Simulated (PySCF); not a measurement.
# C3H7NSi: the cost of one run

The runs use PySCF 2.14.0, with density-fitted response routines of our own; the level of theory stands in each step. All values are computed, except where a source is named. Atoms count from 0, in the outputs and in this text.

### Step 1. The starting structure

12 atoms, charge 0, multiplicity 1; geometry from: GFN2-xTB. The atoms were then displaced at random by about 0.01 Å, so the start is not that level's minimum.

Bonds of the start (Å): Si0–C1 1.93, C1–C2 1.52, C2–C3 1.44, C3–N4 1.24, N4–C2 1.50, Si0–H5 1.44, Si0–H6 1.48, Si0–H7 1.44, C1–H8 1.08, C1–H9 1.09, C2–H10 1.07, C3–H11 1.08.

### Step 2. Optimising the geometry at PBE0-D3(BJ)/def2-SVP

The job: settings as JSON, then the geometry in Å.

```
{"job": {"xc": "PBE0", "basis": "def2-SVP", "d3": "d3bj", "grid": 1, "shake": 0.01, "kind": "geom"}, "charge": 0, "multiplicity": 1}
Si     1.563510    -0.105960     0.357230
C      0.168820    -0.067290    -0.974270
C     -1.201280     0.276750    -0.422500
C     -1.552270    -0.120840     0.915520
N     -1.275750     1.082330     0.835520
H      2.791050    -0.437130    -0.316790
H      1.663500     1.226420     0.986060
H      1.235420    -1.097280     1.350000
H      0.114380    -1.030580    -1.448650
H      0.424170     0.659880    -1.738760
H     -1.970280     0.467080    -1.139130
H     -1.921580    -0.881660     1.586740
```

Run with:

```sh
> OMP_NUM_THREADS=1 python probes_run.py task.json out
```

This one command runs all jobs of the session in turn.

**Question.** How long does this first job take on 1 thread of Arm Neoverse V1, shared host, and how much memory does it need?

About 22 s, with a peak of 0.46 GiB.
